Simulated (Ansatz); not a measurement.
# Rh: response to strain

Rh is deformed so: zz strain of +3 %. What stress and forces result, by LAPW, PAW and all-electron datasets made for the crystal?

Computed with Ansatz 0.2.0 (DFT PBEsol, scalar-relativistic, unless a step's input says otherwise).

2 further runs of the same task are left out: 2 set aside as unsound or not needed.

## 1. The structure to begin with

The structure is cubic, space group Fm-3m (No. 225). The conventional cell has a = 3.803 Å, b = 3.803 Å, c = 3.803 Å, α = 90.00°, β = 90.00°, γ = 90.00°. Rh (site symmetry m-3m) has 12 Rh at 2.69 Å as nearest neighbours.

Structure file:

```
Rh
1.0
     0.00000    1.90155    1.90155
     1.90155    0.00000    1.90155
     1.90155    1.90155    0.00000
Rh
1
Direct
  0.00000 0.00000 0.00000
```

## 2. After the deformation

Space group Fm-3m before, I4/mmm after.

## 3. All-electron LAPW

Contents of input.yaml:

```yaml
crystal:
  lattice:
    - [0.0, 1.90155, 1.9585965]
    - [1.90155, 0.0, 1.9585965]
    - [1.90155, 1.90155, 0.0]
  atoms:
    - { symbol: Rh, position: [0.0, 0.0, 0.0] }
kpoints:
  mp_grid: { grid: [16, 16, 16] }
  band_path:
    path:
      - [0.0, 0.0, 0.0]
      - [0.0, 0.5, 0.5]
      - [0.25, 0.75, 0.5]
      - [0.0, 0.5, 0.0]
      - [0.0, 0.0, 0.0]
      - [0.5, 0.5, 0.0]
      - [0.3678244886, 0.6321755114, 0.0]
      - [-0.3678244886, 0.3678244886, 0.0]
      - [0.0, 0.0, 0.0]
    npoints: 5
scf:
  occupations: { method: fermi_dirac, width: 0.08 }
hamiltonian:
  xc: pbesol
  pseudopotentials: { kind: all_electron, lapw: { basis_error: 0.001 } }
output:
  forces: true
  stress: true
  eigenvalues: true
```

Launch:

```sh
> ansatz run input.yaml --threads 1 --pin off --max-ram 3072MiB --backend cpu --events-out ev --progress --plain --runs-dir out
```

## 4. PAW on the default files

Contents of input.yaml:

```yaml
crystal:
  lattice:
    - [0.0, 1.90155, 1.9585965]
    - [1.90155, 0.0, 1.9585965]
    - [1.90155, 1.90155, 0.0]
  atoms:
    - { symbol: Rh, position: [0.0, 0.0, 0.0] }
kpoints:
  mp_grid: { grid: [16, 16, 16] }
scf:
  occupations: { method: fermi_dirac, width: 0.08 }
hamiltonian:
  xc: pbesol
  pseudopotentials: { kind: paw }
output:
  forces: true
  stress: true
  eigenvalues: true
  efg: { contact_densities: true }
```

## 5. All-electron PAW on datasets made for the crystal

Changes to input.yaml since step 4:

```diff
@@ -13,3 +13,3 @@
   xc: pbesol
-  pseudopotentials: { kind: paw }
+  pseudopotentials: { kind: all_electron, datasets: crystal }
 output:
```

(Steps that only read results are left out.)

Q: Predict the outcome of this session. Wanted: pressure; largest shear or deviatoric stress.

The runs gave:

| quantity | value |
| --- | --- |
| pressure | LAPW -12.11, PAW -12.09, crystal datasets -12.10 GPa |
| largest shear or deviatoric stress (LAPW) | 4.46 GPa |

What this shows: Against the undeformed cell the largest change of stress is -11.68 GPa, in the zz component. PAW: stress within 0.02 GPa of LAPW. Crystal datasets: stress within 0.01 GPa of LAPW.
